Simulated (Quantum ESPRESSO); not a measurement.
# Ag (Fm-3m) in Quantum ESPRESSO: phonons and electron-phonon coupling with PBE

Aim: the phonons and electron-phonon coupling of Ag with PBE.

All numbers are computed with Quantum ESPRESSO 7.5; they aren't measurements. Logs are shortened: lines on timing, memory, paths and dates and some standing lists are left out, and cuts for length are marked.

## Step 1: Starting point

It takes space group Fm-3m (No. 225, cubic). Conventional cell: a = 4.086 Å, b = 4.086 Å, c = 4.086 Å, α = 90.00°, β = 90.00°, γ = 90.00°. Ag (site symmetry m-3m) is surrounded by 12 Ag at 2.89 Å.

## Step 2: Phonons and electron-phonon coupling, PBE

pw.in

```
&CONTROL
  calculation = 'scf'
  prefix = 'pwscf'
  outdir = './tmp'
  pseudo_dir = './pseudo'
  tprnfor = .true.
  tstress = .true.
  disk_io = 'low'
/
&SYSTEM
  ibrav = 0
  nat = 1
  ntyp = 1
  ecutwfc = 56
  ecutrho = 448
  nbnd = 16
  occupations = 'smearing'
  smearing = 'mp'
  degauss = 0.01999163
/
&ELECTRONS
  conv_thr = 2d-10
  electron_maxstep = 120
  mixing_beta = 0.5
/
ATOMIC_SPECIES
Ag   107.8682 ag_pbe_v1.4.uspp.F.UPF
CELL_PARAMETERS angstrom
   0.0000000000    2.0430000000    2.0430000000
   2.0430000000    0.0000000000    2.0430000000
   2.0430000000    2.0430000000    0.0000000000
ATOMIC_POSITIONS crystal
Ag     0.0000000000    0.0000000000    0.0000000000
K_POINTS automatic
12 12 12 0 0 0
```

scf2.in

```
&CONTROL
  calculation = 'scf'
  prefix = 'pwscf'
  outdir = './tmp'
  pseudo_dir = './pseudo'
  tprnfor = .true.
  tstress = .true.
  disk_io = 'low'
/
&SYSTEM
  ibrav = 0
  nat = 1
  ntyp = 1
  ecutwfc = 56
  ecutrho = 448
  nbnd = 16
  occupations = 'smearing'
  smearing = 'mp'
  degauss = 0.01999163
/
&ELECTRONS
  conv_thr = 1d-13
  electron_maxstep = 120
  mixing_beta = 0.5
  startingpot = 'file'
  startingwfc = 'file'
/
ATOMIC_SPECIES
Ag   107.8682 ag_pbe_v1.4.uspp.F.UPF
CELL_PARAMETERS angstrom
   0.0000000000    2.0430000000    2.0430000000
   2.0430000000    0.0000000000    2.0430000000
   2.0430000000    2.0430000000    0.0000000000
ATOMIC_POSITIONS crystal
Ag     0.0000000000    0.0000000000    0.0000000000
K_POINTS automatic
12 12 12 0 0 0
```

dense.in

```
&CONTROL
  calculation = 'scf'
  prefix = 'pwscf'
  outdir = './tmp'
  pseudo_dir = './pseudo'
  tprnfor = .true.
  tstress = .true.
  disk_io = 'low'
/
&SYSTEM
  ibrav = 0
  nat = 1
  ntyp = 1
  ecutwfc = 56
  ecutrho = 448
  nbnd = 16
  occupations = 'smearing'
  smearing = 'mp'
  degauss = 0.01999163
  la2F = .true.
/
&ELECTRONS
  conv_thr = 1d-12
  electron_maxstep = 120
  mixing_beta = 0.5
  startingpot = 'file'
/
ATOMIC_SPECIES
Ag   107.8682 ag_pbe_v1.4.uspp.F.UPF
CELL_PARAMETERS angstrom
   0.0000000000    2.0430000000    2.0430000000
   2.0430000000    0.0000000000    2.0430000000
   2.0430000000    2.0430000000    0.0000000000
ATOMIC_POSITIONS crystal
Ag     0.0000000000    0.0000000000    0.0000000000
K_POINTS automatic
36 36 36 0 0 0
```

scf3.in

```
&CONTROL
  calculation = 'scf'
  prefix = 'pwscf'
  outdir = './tmp'
  pseudo_dir = './pseudo'
  tprnfor = .true.
  tstress = .true.
  disk_io = 'low'
/
&SYSTEM
  ibrav = 0
  nat = 1
  ntyp = 1
  ecutwfc = 56
  ecutrho = 448
  nbnd = 16
  occupations = 'smearing'
  smearing = 'mp'
  degauss = 0.01999163
/
&ELECTRONS
  conv_thr = 1d-12
  electron_maxstep = 120
  mixing_beta = 0.5
  startingpot = 'file'
/
ATOMIC_SPECIES
Ag   107.8682 ag_pbe_v1.4.uspp.F.UPF
CELL_PARAMETERS angstrom
   0.0000000000    2.0430000000    2.0430000000
   2.0430000000    0.0000000000    2.0430000000
   2.0430000000    2.0430000000    0.0000000000
ATOMIC_POSITIONS crystal
Ag     0.0000000000    0.0000000000    0.0000000000
K_POINTS automatic
12 12 12 0 0 0
```

ph.in

```
phonon_bands of Ag
&INPUTPH
  prefix = 'pwscf'
  outdir = './tmp'
  tr2_ph = 1d-18
  fildyn = 'dyn'
  niter_ph = 90
  alpha_mix(1) = 0.4
  ldisp = .true.
  nq1 = 4
  nq2 = 4
  nq3 = 4
  electron_phonon = 'interpolated'
  el_ph_sigma = 0.005
  el_ph_nsigma = 10
  fildvscf = 'dvscf'
/
```

q2r.in

```
&INPUT
  fildyn = 'dyn'
  zasr = 'crystal'
  flfrc = 'fc'
  la2F = .true.
/
```

matdyn.in

```
&INPUT
  asr = 'crystal'
  flfrc = 'fc'
  flfrq = 'freq'
  q_in_cryst_coord = .true.
  flvec = ' '
/
80
 0.0000000000  0.0000000000  0.0000000000
 0.0454545455  0.0000000000  0.0454545455
 0.0909090909  0.0000000000  0.0909090909
 0.1363636364  0.0000000000  0.1363636364
 0.1818181818  0.0000000000  0.1818181818
 0.2272727273  0.0000000000  0.2272727273
 0.2727272727  0.0000000000  0.2727272727
 0.3181818182  0.0000000000  0.3181818182
 0.3636363636  0.0000000000  0.3636363636
 0.4090909091  0.0000000000  0.4090909091
 0.4545454545  0.0000000000  0.4545454545
 0.5000000000  0.0000000000  0.5000000000
 0.5000000000  0.0500000000  0.5500000000
 0.5000000000  0.1000000000  0.6000000000
 0.5000000000  0.1500000000  0.6500000000
 0.5000000000  0.2000000000  0.7000000000
 0.5000000000  0.2500000000  0.7500000000
 0.4687500000  0.2812500000  0.7500000000
 0.4375000000  0.3125000000  0.7500000000
 0.4062500000  0.3437500000  0.7500000000
 0.3750000000  0.3750000000  0.7500000000
 0.3461538462  0.3461538462  0.6923076923
 0.3173076923  0.3173076923  0.6346153846
 0.2884615385  0.2884615385  0.5769230769
 0.2596153846  0.2596153846  0.5192307692
 0.2307692308  0.2307692308  0.4615384615
 0.2019230769  0.2019230769  0.4038461538
 0.1730769231  0.1730769231  0.3461538462
 0.1442307692  0.1442307692  0.2884615385
 0.1153846154  0.1153846154  0.2307692308
 0.0865384615  0.0865384615  0.1730769231
 0.0576923077  0.0576923077  0.1153846154
 0.0288461538  0.0288461538  0.0576923077
 0.0000000000  0.0000000000  0.0000000000
 0.0454545455  0.0454545455  0.0454545455
 0.0909090909  0.0909090909  0.0909090909
 0.1363636364  0.1363636364  0.1363636364
 0.1818181818  0.1818181818  0.1818181818
 0.2272727273  0.2272727273  0.2272727273
 0.2727272727  0.2727272727  0.2727272727
 0.3181818182  0.3181818182  0.3181818182
 0.3636363636  0.3636363636  0.3636363636
 0.4090909091  0.4090909091  0.4090909091
 0.4545454545  0.4545454545  0.4545454545
 0.5000000000  0.5000000000  0.5000000000
 0.5178571429  0.4642857143  0.5178571429
 0.5357142857  0.4285714286  0.5357142857
 0.5535714286  0.3928571429  0.5535714286
 0.5714285714  0.3571428571  0.5714285714
 0.5892857143  0.3214285714  0.5892857143
 0.6071428571  0.2857142857  0.6071428571
 0.6250000000  0.2500000000  0.6250000000
 0.5937500000  0.2500000000  0.6562500000
 0.5625000000  0.2500000000  0.6875000000
 0.5312500000  0.2500000000  0.7187500000
 0.5000000000  0.2500000000  0.7500000000
 0.5000000000  0.2750000000  0.7250000000
 0.5000000000  0.3000000000  0.7000000000
 0.5000000000  0.3250000000  0.6750000000
 0.5000000000  0.3500000000  0.6500000000
 0.5000000000  0.3750000000  0.6250000000
 0.5000000000  0.4000000000  0.6000000000
 0.5000000000  0.4250000000  0.5750000000
 0.5000000000  0.4500000000  0.5500000000
 0.5000000000  0.4750000000  0.5250000000
 0.5000000000  0.5000000000  0.5000000000
 0.4861111111  0.4861111111  0.5277777778
 0.4722222222  0.4722222222  0.5555555556
 0.4583333333  0.4583333333  0.5833333333
 0.4444444444  0.4444444444  0.6111111111
 0.4305555556  0.4305555556  0.6388888889
 0.4166666667  0.4166666667  0.6666666667
 0.4027777778  0.4027777778  0.6944444444
 0.3888888889  0.3888888889  0.7222222222
 0.3750000000  0.3750000000  0.7500000000
 0.6250000000  0.2500000000  0.6250000000
 0.5937500000  0.1875000000  0.5937500000
 0.5625000000  0.1250000000  0.5625000000
 0.5312500000  0.0625000000  0.5312500000
 0.5000000000  0.0000000000  0.5000000000
```

matdyn_dos.in

```
&INPUT
  asr = 'crystal'
  flfrc = 'fc'
  dos = .true.
  fldos = 'phdos'
  nk1 = 18
  nk2 = 18
  nk3 = 18
  deltaE = 0.5
  flvec = ' '
  flfrq = ' '
/
```

matdyn_a2f.in

```
&INPUT
  asr = 'crystal'
  flfrc = 'fc'
  la2F = .true.
  dos = .true.
  fldos = 'dos2'
  nk1 = 14
  nk2 = 14
  nk3 = 14
  ndos = 60
  el_ph_nsigma = 10
  flfrq = 'dosfreq2'
  flvec = ' '
/
```

matdyn_mesh.in

```
&INPUT
  asr = 'crystal'
  flfrc = 'fc'
  flfrq = 'mesh'
  q_in_cryst_coord = .true.
  flvec = ' '
/
1000
 0.05000000  0.05000000  0.05000000
 0.05000000  0.05000000  0.15000000
 0.05000000  0.05000000  0.25000000
[... 997 further points of the even 10 x 10 x 10 mesh, shifted by half a step ...]
```

Potentials or basis: GBRV 1.5 PBE.

Command:

```sh
OMP_NUM_THREADS=1 mpirun -n 4 pw.x -nk 4 -in pw.in > pw.out
OMP_NUM_THREADS=1 mpirun -n 4 pw.x -nk 4 -in scf2.in > scf2.out
OMP_NUM_THREADS=1 mpirun -n 4 pw.x -nk 4 -in dense.in > dense.out
OMP_NUM_THREADS=1 mpirun -n 4 pw.x -nk 4 -in scf3.in > scf3.out
OMP_NUM_THREADS=1 mpirun -n 4 ph.x -nk 4 -in ph.in > ph.out
OMP_NUM_THREADS=1 mpirun -n 1 q2r.x -in q2r.in > q2r.out
OMP_NUM_THREADS=1 mpirun -n 1 matdyn.x -in matdyn.in > matdyn.out
OMP_NUM_THREADS=1 mpirun -n 1 matdyn.x -in matdyn_dos.in > matdyn_dos.out
OMP_NUM_THREADS=1 mpirun -n 1 matdyn.x -in matdyn_a2f.in > matdyn_a2f.out
OMP_NUM_THREADS=1 mpirun -n 1 matdyn.x -in matdyn_mesh.in > matdyn_mesh.out
```

pw.out:

```text
This program is part of the open-source Quantum ESPRESSO suite
     for quantum simulation of materials; please cite
[... 6 lines left out ...]
     using ibrav=0 with symmetry is DISCOURAGED, use correct ibrav instead

     K-points division:     npool     =       4
     Subspace diagonalization in iterative solution of the eigenvalue problem:
     a serial algorithm will be used

     G-vector sticks info
     --------------------
     sticks:   dense  smooth     PW     G-vecs:    dense   smooth      PW
     Sum         925     451    151                18499     6423    1243

     Using Slab Decomposition

     bravais-lattice index     =            0
     lattice parameter (alat)  =       5.4599  a.u.
     unit-cell volume          =     115.0884 (a.u.)^3
     number of atoms/cell      =            1
     number of atomic types    =            1
     number of electrons       =        19.00
     number of Kohn-Sham states=           16
     kinetic-energy cutoff     =      56.0000  Ry
     charge density cutoff     =     448.0000  Ry
     scf convergence threshold =      2.0E-10
     mixing beta               =       0.5000
     number of iterations used =            8  plain     mixing
     Exchange-correlation=  SLA  PW   PBX  PBC
                           (   1   4   3   4   0   0   0)

     celldm(1)=   5.459869  celldm(2)=   0.000000  celldm(3)=   0.000000
     celldm(4)=   0.000000  celldm(5)=   0.000000  celldm(6)=   0.000000

     crystal axes: (cart. coord. in units of alat)
               a(1) = (   0.000000   0.707107   0.707107 )
               a(2) = (   0.707107   0.000000   0.707107 )
               a(3) = (   0.707107   0.707107   0.000000 )

     reciprocal axes: (cart. coord. in units 2 pi/alat)
               b(1) = ( -0.707107  0.707107  0.707107 )
               b(2) = (  0.707107 -0.707107  0.707107 )
               b(3) = (  0.707107  0.707107 -0.707107 )

     PseudoPot. # 1 for Ag read from file:
     ag_pbe_v1.4.uspp.F.UPF
     Pseudo is Ultrasoft + core correction, Zval = 19.0
     Generated by new atomic code, or converted to UPF format
     Using radial grid of  887 points,  6 beta functions with:
                l(1) =   0
                l(2) =   0
                l(3) =   1
                l(4) =   1
                l(5) =   2
                l(6) =   2
     Q(r) pseudized with  6 coefficients,  rinner =    1.300   1.300   1.300
                                                       1.300   1.300

     atomic species   valence    mass     pseudopotential
     Ag               19.00   107.86820     Ag( 1.00)

     48 Sym. Ops., with inversion, found

   Cartesian axes

     site n.     atom                  positions (alat units)
         1        Ag     tau(   1) = (   0.0000000   0.0000000   0.0000000  )

     number of k points=    72  Methfessel-Paxton smearing, width (Ry)=  0.0200
                       cart. coord. in units 2pi/alat
        k(    1) = (   0.0000000   0.0000000   0.0000000), wk =   0.0011574
        k(    2) = (   0.0589256   0.0589256  -0.0589256), wk =   0.0092593
        k(    3) = (   0.1178511   0.1178511  -0.1178511), wk =   0.0092593
        k(    4) = (   0.1767767   0.1767767  -0.1767767), wk =   0.0092593
        k(    5) = (   0.2357023   0.2357023  -0.2357023), wk =   0.0092593
        k(    6) = (   0.2946278   0.2946278  -0.2946278), wk =   0.0092593
[... 64 lines left out ...]
        k(   71) = (  -0.7071068   0.2357023   0.0000000), wk =   0.0138889
        k(   72) = (  -0.7071068   0.3535534   0.0000000), wk =   0.0069444

     Dense  grid:    18499 G-vectors     FFT dimensions: (  40,  40,  40)

     Smooth grid:     6423 G-vectors     FFT dimensions: (  25,  25,  25)

     Initial potential from superposition of free atoms

     starting charge      18.5000, renormalised to      19.0000
     Starting wfcs are   13 randomized atomic wfcs +    3 random wfcs

     Self-consistent Calculation

     iteration #  1     ecut=    56.00 Ry     beta= 0.50
     Davidson diagonalization with overlap
     ethr =  1.00E-02,  avg # of iterations =  4.9

     total energy              =    -295.22537400 Ry
     estimated scf accuracy    <       1.14068330 Ry

     iteration #  2     ecut=    56.00 Ry     beta= 0.50
     Davidson diagonalization with overlap
     ethr =  6.00E-03,  avg # of iterations =  2.0
[... 36 lines left out ...]
     total energy              =    -295.62331116 Ry
     estimated scf accuracy    <          7.1E-09 Ry

     iteration #  8     ecut=    56.00 Ry     beta= 0.50
     Davidson diagonalization with overlap
     ethr =  3.74E-11,  avg # of iterations =  2.0

     End of self-consistent calculation

          k = 0.0000 0.0000 0.0000 (   869 PWs)   bands (ev):

   -74.6225 -38.0083 -38.0083 -38.0083   9.5884  12.5896  12.5896  12.5896
    13.6288  13.6288  33.7295  37.2333  37.2333  37.2333  41.8187  42.7357

          k = 0.0589 0.0589-0.0589 (   842 PWs)   bands (ev):

   -74.6213 -38.0192 -38.0099 -38.0099   9.8042  12.5422  12.6484  12.6484
    13.6078  13.6078  33.6756  35.5785  37.2817  37.2817  41.5457  42.5890
[... 298 lines left out ...]
   -74.5998 -38.1477 -38.0870 -38.0669  11.2892  11.4838  13.5764  14.0515
    14.5542  20.0291  24.7328  25.4627  28.0149  35.6442  38.5343  45.0627

          k =-0.0000-0.4714 0.5893 (   816 PWs)   bands (ev):

   -74.5998 -38.1349 -38.1053 -38.0619  11.4675  11.8315  13.1210  13.8015
    14.4482  21.8678  22.8094  24.5567  28.8689  35.6975  41.6117  43.7057

          k =-0.7071 0.1179-0.0000 (   804 PWs)   bands (ev):

   -74.5994 -38.1575 -38.0773 -38.0713  11.0940  11.2250  14.1413  14.2450
    14.6371  19.7076  24.1485  27.2474  27.3148  35.4355  36.1104  46.6090

          k =-0.2357-0.4714 0.7071 (   822 PWs)   bands (ev):

   -74.6037 -38.1305 -38.0768 -38.0471  11.8578  11.9357  12.5860  13.8273
    13.9891  17.1840  26.9848  27.0006  30.3614  37.9404  38.5433  42.8530

          k =-0.1768-0.4125 0.6482 (   810 PWs)   bands (ev):
[... 26 lines left out ...]
   -74.5994 -38.1406 -38.0943 -38.0717  11.4597  11.6395  13.1995  13.8774
    14.6377  21.3483  24.2687  25.4090  26.1173  37.5903  39.3077  43.5220

          k =-0.7071 0.3536 0.0000 (   792 PWs)   bands (ev):

   -74.5994 -38.1174 -38.1174 -38.0718  11.6978  12.3137  12.3137  13.6367
    14.6380  23.3386  23.3386  24.3931  25.5701  40.3513  40.3513  41.9252

     the Fermi energy is    17.2964 ev

!    total energy              =    -295.62331116 Ry
     estimated scf accuracy    <          1.8E-10 Ry
     smearing contrib. (-TS)   =      -0.00000203 Ry
     internal energy E=F+TS    =    -295.62330914 Ry

     The total energy is F=E-TS. E is the sum of the following terms:
     one-electron contribution =    -124.07951517 Ry
     hartree contribution      =      71.81035064 Ry
     xc contribution           =     -28.99784665 Ry
     ewald contribution        =    -214.35629795 Ry

     convergence has been achieved in   8 iterations

     Forces acting on atoms (cartesian axes, Ry/au):

     atom    1 type  1   force =     0.00000000    0.00000000    0.00000000

     Total force =     0.000000     Total SCF correction =     0.000000

     Computing stress (Cartesian axis) and pressure

          total   stress  (Ry/bohr**3)                   (kbar)     P=       44.76
   0.00030428  -0.00000000  -0.00000000           44.76       -0.00       -0.00
  -0.00000000   0.00030428  -0.00000000           -0.00       44.76       -0.00
  -0.00000000  -0.00000000   0.00030428           -0.00       -0.00       44.76

=------------------------------------------------------------------------------=
   JOB DONE.
=------------------------------------------------------------------------------=
```

Run time: 19 min. Hardware: 4 MPI ranks of Arm Neoverse V2, shared host; peak memory 0.48 GiB.

What came out:

```
Free energy              : -4022.1601 eV
Pressure                 : 4.5 GPa
Band gap on the k mesh   : none (metal or under the smearing width)
Highest phonon frequency : 180 cm⁻¹
Zero-point energy        : 0.021 eV/atom
```

Levels at points of the mesh, in eV from the Fermi level:
```
             k point  band 8  band 9  band 10  band 11  band 12  band 13
  (0.00, 0.00, 0.00)   -4.71   -3.67    -3.67    16.43    19.94    19.94
 (0.00, 0.00, -0.50)   -2.87   -2.87    -0.33     3.69    15.60    18.13
(0.00, -0.50, -0.50)   -2.66   -2.66     1.68     6.82    10.82    10.82
```

Phonon frequencies in cm⁻¹ (negative: imaginary):
| q point | frequencies |
| --- | --- |
| (0.000, 0.000, 0.000) | 0 0 0 |
| (0.318, 0.000, 0.318) | 98 98 153 |
| (0.500, 0.150, 0.650) | 114 129 164 |
| (0.346, 0.346, 0.692) | 99 144 151 |
| (0.144, 0.144, 0.288) | 45 70 117 |
| (0.091, 0.091, 0.091) | 21 21 52 |
| (0.409, 0.409, 0.409) | 74 74 173 |
| (0.589, 0.321, 0.589) | 96 129 161 |
| (0.500, 0.275, 0.725) | 112 145 148 |
| (0.500, 0.450, 0.550) | 80 86 178 |
| (0.431, 0.431, 0.639) | 90 115 167 |
| (0.562, 0.125, 0.562) | 114 123 172 |

Phonon frequencies at the corners of the path (cm⁻¹, interpolated; i marks imaginary ones):
```csv
point,frequencies
Γ,0 0 0
X,117 117 177
W,113 147 147
K,104 137 159
L,78 78 180
U,104 137 159
```

Phonon states per cell in windows of 10 cm⁻¹ (negative: imaginary):
```
from (cm⁻¹)  total
          0   0.00
         10   0.00
         20   0.01
         30   0.03
         40   0.05
         50   0.08
         60   0.12
         70   0.22
         80   0.31
         90   0.33
        100   0.34
        110   0.27
        120   0.20
        130   0.17
        140   0.10
        150   0.31
        160   0.37
        170   0.10
```

Harmonic thermodynamics per atom at this volume (zero-point energy 21.3 meV, Debye temperature from the second moment 223 K):
```csv
T (K),free energy (meV),entropy (k_B),heat capacity Cv (k_B)
50,20.4,0.69,1.37
100,14.5,2.02,2.38
200,-11.5,3.85,2.82
298.15,-49.2,5.00,2.92
500,-150.6,6.52,2.97
800,-338.7,7.93,2.99
```

Electron-phonon coupling by broadening of the double delta (levels on a 36 × 36 × 36 mesh):
```
broadening (eV)     λ  N(E_F) (states/eV a spin and cell)  ω_log (K)  Tc, μ* 0.10 (K)  Tc, μ* 0.13 (K)
           0.07  0.24                               0.189        166              0.0              0.0
           0.14  0.17                               0.156        155              0.0              0.0
           0.20  0.14                               0.142        148              0.0              0.0
           0.27  0.13                               0.136        144              0.0              0.0
           0.34  0.13                               0.134        143              0.0              0.0
           0.41  0.13                               0.133        142              0.0              0.0
           0.48  0.13                               0.132        142              0.0              0.0
           0.54  0.13                               0.132        141              0.0              0.0
           0.61  0.13                               0.131        142              0.0              0.0
           0.68  0.13                               0.131        142              0.0              0.0
```

The same from a weighted sum over the computed q points, without interpolation:
```csv
broadening (eV),λ,ω_log (K),"Tc, μ* 0.10 (K)","Tc, μ* 0.13 (K)"
0.07,0.23,171,0.0,0.0
0.14,0.16,160,0.0,0.0
0.20,0.14,155,0.0,0.0
0.27,0.13,152,0.0,0.0
0.34,0.13,151,0.0,0.0
0.41,0.13,150,0.0,0.0
0.48,0.13,149,0.0,0.0
0.54,0.13,149,0.0,0.0
0.61,0.13,149,0.0,0.0
0.68,0.13,149,0.0,0.0
```

Eliashberg function at a broadening of 0.27 eV:
```csv
cm⁻¹,α²F
5,0.000
14,0.000
23,0.001
32,0.003
41,0.007
50,0.010
60,0.014
69,0.020
78,0.042
87,0.067
96,0.086
105,0.098
115,0.056
124,0.058
133,0.055
142,0.025
151,0.042
160,0.122
170,0.052
179,0.002
```

Coupling and linewidth of each mode at the computed q points (broadening 0.27 eV):
| q | cm⁻¹ | λ of the modes | linewidths (GHz) |
| --- | --- | --- | --- |
| (0.00, 0.00, 0.25) | 53 53 129 | 0.06 0.07 0.03 | 0 0 1 |
| (0.00, 0.00, -0.50) | 78 78 180 | 0.02 0.02 0.03 | 0 0 1 |
| (0.00, 0.25, 0.25) | 82 82 131 | 0.03 0.04 0.06 | 0 0 2 |
| (0.00, 0.25, -0.50) | 97 115 164 | 0.06 0.06 0.03 | 1 1 1 |
| (0.00, 0.25, -0.25) | 77 118 154 | 0.02 0.04 0.04 | 0 1 2 |
| (0.00, -0.50, -0.50) | 117 117 177 | 0.02 0.02 0.03 | 0 0 2 |
| (0.25, -0.50, -0.25) | 113 147 147 | 0.09 0.04 0.04 | 2 1 1 |

Caveat: λ from interpolated matrix elements is rough: modes that symmetry makes equal can differ by tens of percent.
